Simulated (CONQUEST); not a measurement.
# C in CONQUEST: convergence with scf tolerance

Aim: find how far scf tolerance must go before the results for C settle, at LDA. This setting moves, with any that are tied to it; all else stays.

All numbers are computed with CONQUEST 1.3; they aren't measurements. Logs are shortened: lines on timing, memory, paths and dates and some standing lists are left out, and cuts for length are marked.

## 1. The structure

The cell holds a slab with vacuum, 8 atoms: a = 2.456 Å, b = 4.254 Å, c = 23.524 Å, α = 90.00°, β = 90.00°, γ = 90.00°.

## 2. With scf tolerance 0.01

Conquest_input

```
IO.Title C
IO.Coordinates coords.dat
IO.FractionalAtomicCoords T
IO.Iprint 2
IO.Iprint_init 1
General.NumberOfSpecies 1
General.PseudopotentialType hamann
AtomMove.TypeOfRun static
AtomMove.FullStress T
Grid.GridCutoff 120
DM.SolutionMethod diagon
Diag.MPMesh T
Diag.GammaCentred T
Diag.MPMeshX 8
Diag.MPMeshY 5
Diag.MPMeshZ 1
Diag.kT 0.00183747
minE.SCTolerance 0.01
SC.MaxIters 100
IO.AtomChargeOutput T
SC.KerkerPreCondition T
SC.KerkerFactor 0.3
SC.LinearMixingFactor 0.3
%block ChemicalSpeciesLabel
1 12.010 C
%endblock
```

coords.dat

```
    4.6414889217     0.0000000000     0.0000000000
    0.0000000000     8.0392946358     0.0000000000
    0.0000000000     0.0000000000    44.4535457600
8
  0.4999999950   0.1666666650   0.6811740060 1 T T T
  0.9999999950   0.6666666650   0.6811740060 1 T T T
  0.0000000050   0.3333333350   0.6811740060 1 T T T
  0.5000000050   0.8333333350   0.6811740060 1 T T T
  0.4999999950   0.1666666650   0.3188259940 1 T T T
  0.9999999950   0.6666666650   0.3188259940 1 T T T
  0.0000000050   0.3333333350   0.3188259940 1 T T T
  0.5000000050   0.8333333350   0.3188259940 1 T T T
```

Potentials or basis: PseudoDojo NC LDA, DZP, grid cutoff 120 Ha.

On the command line:

```sh
> OMP_NUM_THREADS=1 Conquest
```

The log of the run:

```text
Simulation cell dimensions:     4.6415 a0 x     8.0393 a0 x    44.4535 a0

      Atomic coordinates (a0)
         Atom         X         Y         Z  Species
            1    2.3207    1.3399   30.2806        1
            2   -0.0000    5.3595   30.2806        1
            3    0.0000    2.6798   30.2806        1
            4    2.3207    6.6994   30.2806        1
            5    2.3207    1.3399   14.1729        1
            6   -0.0000    5.3595   14.1729        1
            7    0.0000    2.6798   14.1729        1
            8    2.3207    6.6994   14.1729        1

         Monkhorst-Pack mesh:   8 x   5 x   1 gamma-centred
        This calculation includes non-local pseudopotentials,
         with a maximum core radius of      6.24713685

    Job title: C
    Job to be run: static calculation

[... 5 lines left out ...]
      Using Fermi-Dirac smearing

    Integration grid size:     24 x   40 x  240

    Integration grid spacing:  0.193 a0 x 0.201 a0 x 0.185 a0

    Number of species:  1
    --------------------------------------------------------
    |   #  mass (au)  Charge (e)  SF Rad (a0)  NSF  Label  |
    --------------------------------------------------------
    |   1     12.010       4.000        6.632   13  C      |
    --------------------------------------------------------
          SCF tolerance:                 0.01000000
          SCF iterations:               100

    LibXC version:  6. 2. 2
    Using the LDA functional Slater exchange
    Using the LDA functional Perdew & Wang

           radial cut-off to be used is taken to be max PAO cut-off radius for this species:    6.247137

           greatest ang. mom. for making density from PAOs:  2
    Minimum blocs/proc is     3600. Maximum blocs/proc is     3600
    set_atom_dens: In set_atomic_density, electrons :      32.000000000000
 matrix_size & matrix_size_padH =          104         104

    Screened ion int: energy:     -29.423321946602 Ha

    new_SC_potl: Starting.  Tolerance:  0.10000E-01

    PulayMixSC: Starting Pulay mixing, A_up =  0.300 A_dn =  0.300
    PulayMixSC: Spin non-polarised calculation.
    PulayMixSC: with Kerker preconditioning, q0 =  0.300
          Harris-Foulkes Energy            :       -48.333820513204692 Ha
          (TS=0 as O(N) or entropic contribution is negligible)
          DFT Total Energy                 :       -48.122603169372468 Ha
          Total number of electrons        :        32.000000000002501
    PulayMixSC: Pulay iteration     1 residual:              0.82514E-02
    PulayMixSC: reached SCF residual of  0.82514E-02 after      1 iterations
      | Number of electrons      =        32.000000
      |* band energy as 2Tr[K.H] =       -20.458184558198081 Ha
      |  screened ion-ion energy =       -29.423321946601863 Ha
      |  Ha correction           =        -0.306366664863557 Ha
      |  XC correction           =         1.547685991595252 Ha
      |* Harris-Foulkes energy   =       -48.333820513204692 Ha
      |* DFT total energy        =       -48.122603169372468 Ha
      |  estimated accuracy      =        -0.211217343832224 Ha

    force: Forces on atoms (Ha/a0)
    force:  Atom   X              Y              Z
    force:     1   0.0000000494  -0.0004196485   0.0000011581
    force:     2   0.0000000491  -0.0004196485   0.0000011581
    force:     3  -0.0000000495   0.0004196485   0.0000011581
    force:     4  -0.0000000489   0.0004196485   0.0000011581
    force:     5   0.0000000494  -0.0004196485  -0.0000011581
    force:     6   0.0000000491  -0.0004196485  -0.0000011581
    force:     7  -0.0000000495   0.0004196485  -0.0000011581
    force:     8  -0.0000000489   0.0004196485  -0.0000011581

    force: Maximum force :        0.00041965(Ha/a0) on atom         2 in y direction
    force: Force Residual:        0.00041965 Ha/a0
    force: Total stress:        -36.41741994     0.00000279    -0.00000000 GPa
                             0.00000327   -35.99031961     0.00000000
                            -0.00000000     0.00000000     7.89823076
    force: Average pressure:     21.50316960 GPa

    force: Finished force
    get_E_and_F: Change in energy during last step of electronic optimisation: -0.48334E+02

    BIBLIOGRAPHY: Please consider citing the following references in the conquest.bib file

    CONQUEST:         Bowler2002pt, Miyazaki2004, Nakata2020
    Basis:            Bowler2019
    DM:               Bowler:2006xr
    Pseudopotentials: Hamann2013, Bowler2019
    XC references from LibXC:
      P. A. M. Dirac.,  Math. Proc. Cambridge Philos. Soc. 26, 376 (1930)
```

Run time: 13 s. Hardware: 1 thread of INTEL XEON PLATINUM 8581C at 2.30GHz (Emerald Rapids), shared host; peak memory 0.72 GiB.

What came out:

```yaml
Free_energy: -1315.2303 eV
Largest_force: 0.022 eV/Å
Band_gap_on_the_k_mesh: 1.20 eV
```

## 3. With scf tolerance 0.001

Edit Conquest_input of step 2 so:

```diff
@@ -17,3 +17,3 @@
 Diag.kT 0.00183747
-minE.SCTolerance 0.01
+minE.SCTolerance 0.001
 SC.MaxIters 100
```

coords.dat is that of step 2.

Potentials or basis: PseudoDojo NC LDA, DZP, grid cutoff 120 Ha.

On the command line:

```sh
> OMP_NUM_THREADS=1 Conquest
```

Run time: 17 s. Hardware: 1 thread of INTEL XEON PLATINUM 8581C at 2.30GHz (Emerald Rapids), shared host; peak memory 0.72 GiB.

What came out:

```yaml
Free_energy: -1311.3656 eV
Largest_force: 0.060 eV/Å
Band_gap_on_the_k_mesh: 1.24 eV
```

## 4. With scf tolerance 0.0001

Edit Conquest_input of step 3 so:

```diff
@@ -17,3 +17,3 @@
 Diag.kT 0.00183747
-minE.SCTolerance 0.001
+minE.SCTolerance 0.0001
 SC.MaxIters 100
```

coords.dat is that of step 3.

On the command line:

```sh
> OMP_NUM_THREADS=1 Conquest
```

It took 28 s on 1 thread of INTEL XEON PLATINUM 8581C at 2.30GHz (Emerald Rapids), shared host; peak memory 0.72 GiB.

It converged, with:

```yaml
Free_energy: -1311.2035 eV
Largest_force: 0.058 eV/Å
Band_gap_on_the_k_mesh: 1.25 eV
```

## 5. With scf tolerance 1e-05

Edit Conquest_input of step 4 so:

```diff
@@ -17,3 +17,3 @@
 Diag.kT 0.00183747
-minE.SCTolerance 0.0001
+minE.SCTolerance 1e-05
 SC.MaxIters 100
```

coords.dat is that of step 4.

On the command line:

```sh
> OMP_NUM_THREADS=1 Conquest
```

Run time: 81 s. Hardware: 1 thread of INTEL XEON PLATINUM 8581C at 2.30GHz (Emerald Rapids), shared host; peak memory 0.72 GiB.

The run converged. Its results:

```
Free energy            : -1311.2165 eV
Largest force          : 0.058 eV/Å
Band gap on the k mesh : 1.25 eV
```

## 6. With scf tolerance 1e-06

Edit Conquest_input of step 5 so:

```diff
@@ -17,3 +17,3 @@
 Diag.kT 0.00183747
-minE.SCTolerance 1e-05
+minE.SCTolerance 1e-06
 SC.MaxIters 100
```

coords.dat is that of step 5.

Potentials or basis: PseudoDojo NC LDA, DZP, grid cutoff 120 Ha.

On the command line:

```sh
> OMP_NUM_THREADS=1 Conquest
```

It took 2 min on 1 thread of INTEL XEON PLATINUM 8581C at 2.30GHz (Emerald Rapids), shared host; peak memory 0.59 GiB.

The run did not converge.

## 7. With scf tolerance 1e-07

Edit Conquest_input of step 6 so:

```diff
@@ -17,3 +17,3 @@
 Diag.kT 0.00183747
-minE.SCTolerance 1e-06
+minE.SCTolerance 1e-07
 SC.MaxIters 100
```

coords.dat is that of step 6.

On the command line:

```sh
> OMP_NUM_THREADS=1 Conquest
```

Wall time 2.1 min (1 thread of INTEL XEON PLATINUM 8581C at 2.30GHz (Emerald Rapids), shared host); peak memory 0.59 GiB.

The calculation stopped without meeting its thresholds.

## 8. With scf tolerance 1e-08

Edit Conquest_input of step 7 so:

```diff
@@ -17,3 +17,3 @@
 Diag.kT 0.00183747
-minE.SCTolerance 1e-07
+minE.SCTolerance 1e-08
 SC.MaxIters 100
```

coords.dat is that of step 7.

On the command line:

```sh
> OMP_NUM_THREADS=1 Conquest
```

Wall time 2 min (1 thread of INTEL XEON PLATINUM 8581C at 2.30GHz (Emerald Rapids), shared host); peak memory 0.59 GiB.

The calculation stopped without meeting its thresholds.

## 9. With scf tolerance 1e-09

Edit Conquest_input of step 8 so:

```diff
@@ -17,3 +17,3 @@
 Diag.kT 0.00183747
-minE.SCTolerance 1e-08
+minE.SCTolerance 1e-09
 SC.MaxIters 100
```

coords.dat is that of step 8.

Potentials or basis: PseudoDojo NC LDA, DZP, grid cutoff 120 Ha.

On the command line:

```sh
> OMP_NUM_THREADS=1 Conquest
```

Run time: 2 min. Hardware: 1 thread of INTEL XEON PLATINUM 8581C at 2.30GHz (Emerald Rapids), shared host; peak memory 0.59 GiB.

No converged result was reached.

## 10. Summary

```tsv
scf tolerance	energy less the tightest run, at zero smearing (meV/atom)	largest force (eV/Å)	gap on the mesh (eV)	SCF cycles	CPU time (s)	peak memory (GiB)
0.01	-501.73	0.022	1.203	1	13	0.72
0.001	-18.64	0.060	1.239	4	17	0.72
0.0001	1.63	0.058	1.245	13	28	0.72
1e-05	0.00	0.058	1.246	58	81	0.72
1e-06	not converged	-	-	-	-	-
1e-07	not converged	-	-	-	-	-
1e-08	not converged	-	-	-	-	-
1e-09	not converged	-	-	-	-	-
```

Against the tightest run, the largest force stays within 0.005 eV/Å from 0.001 on; the gap on the mesh stays within 0.01 eV from 0.001 on. Not settled before the last step: the energy (to 1 meV/atom). The tightest run that finished is the yardstick and may itself not be fully converged.

Caveats: the basis of atomic orbitals isn't converged, which shifts pressures, moduli and gaps.
